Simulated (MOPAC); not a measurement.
# One shape, several levels: CH5BClFSi (SMILES B[Si](C)(F)Cl)

We compute a comparison of 5 runs (AM1, PM3, PM6, PM6-D3H4, PM7) of CH5BClFSi. 

The results are computed with MOPAC 23.2.5.

7 further runs of the same task are left out: 7 set aside as unsound or not needed.

## Step 1: The system as given

CH5BClFSi: 10 atoms, total charge 0, spin state singlet. As SMILES, `B[Si](C)(F)Cl`. The shape is that of a GFN2-xTB optimisation.

Bond lengths: B1–Si2 1.950 Å, Si2–C3 1.907 Å, Si2–F4 1.634 Å, Si2–Cl5 2.043 Å, B1–H6 1.168 Å, B1–H7 1.168 Å, C3–H8 1.086 Å, C3–H9 1.087 Å, C3–H10 1.087 Å. Some angles: B1–Si2–C3 118.2°, B1–Si2–F4 110.9°, B1–Si2–Cl5 112.7°, C3–Si2–F4 103.0°, C3–Si2–Cl5 107.8°, F4–Si2–Cl5 102.7°, Si2–B1–H6 121.3°, Si2–B1–H7 121.7°, Si2–C3–H8 111.8°, Si2–C3–H9 110.8°.

## Step 2: Energy and gradient at AM1 (run 1)

The input, calc.mop:

```
AM1 DISP GRADIENTS BONDS 1SCF AUX(PRECISION=6) THREADS=1
gradient of CH5BClFSi

B -1.448450 1 0.912790 1 0.806560 1
Si 0.354950 1 0.436130 1 0.239340 1
C 0.586280 1 -1.151180 1 -0.792170 1
F 1.324330 1 0.180080 1 1.529140 1
Cl 1.303020 1 1.959100 1 -0.738090 1
H -2.284690 1 1.158320 1 0.029430 1
H -1.748410 1 0.945610 1 1.934450 1
H 0.077900 1 -1.086610 1 -1.749440 1
H 1.639750 1 -1.334090 1 -0.989420 1
H 0.195320 1 -2.020150 1 -0.269790 1
```

The run is started by

```bash
mopac calc.mop
```

calc.out:

```text
MOPAC v23.2.5
AM1 CALCULATION RESULTS
[...]
           Empirical Formula: C H5 B Si F Cl  =    10 atoms
      MOLECULAR POINT GROUP   :   C1
[...]
     SCF FIELD WAS ACHIEVED
[...]
                              SUM =       -109.72418 KCAL/MOL = FINAL HEAT OF FORMATION
          TOTAL ENERGY            =      -1211.13233 EV
          ELECTRONIC ENERGY       =      -3146.34063 EV
          CORE-CORE REPULSION     =       1935.20830 EV
          COSMO AREA              =        135.54 SQUARE ANGSTROMS
          COSMO VOLUME            =        127.57 CUBIC ANGSTROMS
          GRADIENT NORM           =         87.24714          =       27.58997 PER ATOM
          IONIZATION POTENTIAL    =         10.638731 EV
          HOMO LUMO ENERGIES (EV) =        -10.639 -0.741
          NO. OF FILLED LEVELS    =         15
          MOLECULAR WEIGHT        =        110.3974         POINT GROUP:  C1
[...]
                             CARTESIAN COORDINATES
   1    B       -1.448450000     0.912790000     0.806560000
   2   Si        0.354950000     0.436130000     0.239340000
   3    C        0.586280000    -1.151180000    -0.792170000
   4    F        1.324330000     0.180080000     1.529140000
   5   Cl        1.303020000     1.959100000    -0.738090000
   6    H       -2.284690000     1.158320000     0.029430000
   7    H       -1.748410000     0.945610000     1.934450000
   8    H        0.077900000    -1.086610000    -1.749440000
   9    H        1.639750000    -1.334090000    -0.989420000
  10    H        0.195320000    -2.020150000    -0.269790000
           Empirical Formula: C H5 B Si F Cl  =    10 atoms
[...]
              NET ATOMIC CHARGES AND DIPOLE CONTRIBUTIONS
  ATOM NO.   TYPE          CHARGE      No. of ELECS.   s-Pop       p-Pop
    1          B           0.024772        2.9752     1.35120     1.62403
    2         Si           1.195928        2.8041     0.85359     1.95049
    3          C          -0.572468        4.5725     1.27071     3.30176
    4          F          -0.442819        7.4428     1.88450     5.55832
    5         Cl          -0.356647        7.3566     1.97906     5.37759
    6          H          -0.080026        1.0800     1.08003
    7          H          -0.067535        1.0675     1.06753
    8          H           0.093927        0.9061     0.90607
    9          H           0.109017        0.8910     0.89098
   10          H           0.095850        0.9042     0.90415
 DIPOLE           X         Y         Z       TOTAL
 POINT-CHG.    -2.365    -0.831    -0.409     2.540
 HYBRID         0.126    -0.468    -0.005     0.485
 SUM           -2.240    -1.299    -0.415     2.622
[...]
 * JOB ENDED NORMALLY *
[...]
```

Run time: 0.04 s. Hardware: 1 thread of Arm Neoverse N1, shared host.

## Step 3: Energy and forces at PM3 (run 2)

The input, job.mop:

```
DISP BONDS GRADIENTS 1SCF PM3 AUX(PRECISION=6) T=10M THREADS=1
CH5BClFSi gradient

B     -1.448450 +1     0.912790 +1     0.806560 +1
Si     0.354950 +1     0.436130 +1     0.239340 +1
C      0.586280 +1    -1.151180 +1    -0.792170 +1
F      1.324330 +1     0.180080 +1     1.529140 +1
Cl     1.303020 +1     1.959100 +1    -0.738090 +1
H     -2.284690 +1     1.158320 +1     0.029430 +1
H     -1.748410 +1     0.945610 +1     1.934450 +1
H      0.077900 +1    -1.086610 +1    -1.749440 +1
H      1.639750 +1    -1.334090 +1    -0.989420 +1
H      0.195320 +1    -2.020150 +1    -0.269790 +1
```

The run is started by

```bash
mopac job.mop
```

job.out:

```text
MOPAC v23.2.5
PM3 CALCULATION RESULTS
[...]
           Empirical Formula: C H5 B Si F Cl  =    10 atoms
      MOLECULAR POINT GROUP   :   C1
[...]
     SCF FIELD WAS ACHIEVED
[...]
                              SUM =       -100.98198 KCAL/MOL = FINAL HEAT OF FORMATION
          TOTAL ENERGY            =      -1122.86686 EV
          ELECTRONIC ENERGY       =      -2948.92858 EV
          CORE-CORE REPULSION     =       1826.06172 EV
          COSMO AREA              =        135.54 SQUARE ANGSTROMS
          COSMO VOLUME            =        127.57 CUBIC ANGSTROMS
          GRADIENT NORM           =         59.41233          =       18.78783 PER ATOM
          IONIZATION POTENTIAL    =         10.193263 EV
          HOMO LUMO ENERGIES (EV) =        -10.193 -0.557
          NO. OF FILLED LEVELS    =         15
          MOLECULAR WEIGHT        =        110.3974         POINT GROUP:  C1
[...]
                             CARTESIAN COORDINATES
   1    B       -1.448450000     0.912790000     0.806560000
   2   Si        0.354950000     0.436130000     0.239340000
   3    C        0.586280000    -1.151180000    -0.792170000
   4    F        1.324330000     0.180080000     1.529140000
   5   Cl        1.303020000     1.959100000    -0.738090000
   6    H       -2.284690000     1.158320000     0.029430000
   7    H       -1.748410000     0.945610000     1.934450000
   8    H        0.077900000    -1.086610000    -1.749440000
   9    H        1.639750000    -1.334090000    -0.989420000
  10    H        0.195320000    -2.020150000    -0.269790000
           Empirical Formula: C H5 B Si F Cl  =    10 atoms
[...]
              NET ATOMIC CHARGES AND DIPOLE CONTRIBUTIONS
  ATOM NO.   TYPE          CHARGE      No. of ELECS.   s-Pop       p-Pop
    1          B          -0.195627        3.1956     1.13442     2.06120
    2         Si           0.854197        3.1458     0.93834     2.20746
    3          C          -0.282055        4.2821     1.16083     3.12123
    4          F          -0.289557        7.2896     1.61677     5.67279
    5         Cl          -0.278052        7.2781     1.96962     5.30843
    6          H          -0.001109        1.0011     1.00111
    7          H           0.005700        0.9943     0.99430
    8          H           0.059737        0.9403     0.94026
    9          H           0.069376        0.9306     0.93062
   10          H           0.057389        0.9426     0.94261
 DIPOLE           X         Y         Z       TOTAL
 POINT-CHG.    -0.972    -1.669    -0.697     2.053
 HYBRID        -0.713    -0.102     0.254     0.764
 SUM           -1.685    -1.771    -0.442     2.484
[...]
 * JOB ENDED NORMALLY *
[...]
```

It took 0.04 s on 1 thread of Arm Neoverse N1, shared host.

Runs 3 to 4 aren't shown in full; the table further down has their settings and results.

## Step 4: Energy and gradient at PM7 (run 5)

The input, job.mop:

```
PM7 1SCF DISP GRADIENTS BONDS AUX(PRECISION=9) THREADS=1
CH5BClFSi, PM7

B -1.448450 1 0.912790 1 0.806560 1
Si 0.354950 1 0.436130 1 0.239340 1
C 0.586280 1 -1.151180 1 -0.792170 1
F 1.324330 1 0.180080 1 1.529140 1
Cl 1.303020 1 1.959100 1 -0.738090 1
H -2.284690 1 1.158320 1 0.029430 1
H -1.748410 1 0.945610 1 1.934450 1
H 0.077900 1 -1.086610 1 -1.749440 1
H 1.639750 1 -1.334090 1 -0.989420 1
H 0.195320 1 -2.020150 1 -0.269790 1
```

The run is started by

```bash
mopac job.mop
```

job.out:

```text
MOPAC v23.2.5
PM7 CALCULATION RESULTS
[...]
           Empirical Formula: C H5 B Si F Cl  =    10 atoms
      MOLECULAR POINT GROUP   :   C1
[...]
     SCF FIELD WAS ACHIEVED
[...]
                              SUM =       -122.03799 KCAL/MOL = FINAL HEAT OF FORMATION
          TOTAL ENERGY            =      -1083.43551 EV
          ELECTRONIC ENERGY       =      -2964.09179 EV
          CORE-CORE REPULSION     =       1880.65628 EV
          COSMO AREA              =        135.54 SQUARE ANGSTROMS
          COSMO VOLUME            =        127.57 CUBIC ANGSTROMS
          GRADIENT NORM           =         92.97239          =       29.40045 PER ATOM
          IONIZATION POTENTIAL    =         11.015700 EV
          HOMO LUMO ENERGIES (EV) =        -11.016 -1.511
          NO. OF FILLED LEVELS    =         15
          MOLECULAR WEIGHT        =        110.3974         POINT GROUP:  C1
[...]
                             CARTESIAN COORDINATES
   1    B       -1.448450000     0.912790000     0.806560000
   2   Si        0.354950000     0.436130000     0.239340000
   3    C        0.586280000    -1.151180000    -0.792170000
   4    F        1.324330000     0.180080000     1.529140000
   5   Cl        1.303020000     1.959100000    -0.738090000
   6    H       -2.284690000     1.158320000     0.029430000
   7    H       -1.748410000     0.945610000     1.934450000
   8    H        0.077900000    -1.086610000    -1.749440000
   9    H        1.639750000    -1.334090000    -0.989420000
  10    H        0.195320000    -2.020150000    -0.269790000
           Empirical Formula: C H5 B Si F Cl  =    10 atoms
[...]
              NET ATOMIC CHARGES AND DIPOLE CONTRIBUTIONS
  ATOM NO.   TYPE          CHARGE      No. of ELECS.   s-Pop       p-Pop       d-Pop
    1          B           0.065608        2.9344     0.78253     2.15186
    2         Si           0.365511        3.6345     0.85677     2.53780     0.23992
    3          C          -0.541191        4.5412     1.04264     3.49855
    4          F          -0.339564        7.3396     1.93142     5.40814
    5         Cl          -0.183580        7.1836     1.98034     5.19995     0.00329
    6          H           0.049476        0.9505     0.95052
    7          H           0.057180        0.9428     0.94282
    8          H           0.170023        0.8300     0.82998
    9          H           0.184257        0.8157     0.81574
   10          H           0.172280        0.8277     0.82772
 DIPOLE           X         Y         Z       TOTAL
 POINT-CHG.    -4.013    -1.180    -1.099     4.325
 HYBRID         1.198    -0.285     0.184     1.245
 SUM           -2.815    -1.465    -0.915     3.303
[...]
 * JOB ENDED NORMALLY *
[...]
```

Run time: 0.04 s. Hardware: 1 thread of Arm Neoverse N1, shared host.

## Step 5: The series

```tsv
run	level	heat of formation (kcal/mol)	dipole moment (D)	HOMO energy (eV)	LUMO energy (eV)	wall time
1	AM1	-109.72	2.62	-10.64	-0.74	0.04 s
2	PM3	-100.98	2.48	-10.19	-0.56	0.04 s
3	PM6	-85.60	2.67	-9.52	-1.42	0.04 s
4	PM6-D3H4	-79.64	2.67	-9.52	-1.42	0.04 s
5	PM7	-122.04	3.30	-11.02	-1.51	0.04 s
```

## Step 6: Results

```
                                        quantity            value
                             run 5: total energy     -39.81552 Eh
                            run 5: dipole moment           3.30 D
                              run 5: HOMO energy        -11.02 eV
                              run 5: LUMO energy         -1.51 eV
                            run 5: HOMO–LUMO gap          9.51 eV
                        run 5: dispersion energy     -2.84 kJ/mol
run 5: heat of formation at this unrelaxed shape  -122.0 kcal/mol
                 run 5: largest force on an atom       3.023 eV/Å
```

What this shows: The dipole moment (its size) runs from 2.48 D (PM3) to 3.30 D (PM7). The HOMO–LUMO gap runs from 8.10 eV (PM6) to 9.90 eV (AM1). Force-field and semi-empirical energies have zeros of their own, so their totals don't compare. All runs together took 0.2 s, the longest 0.04 s.
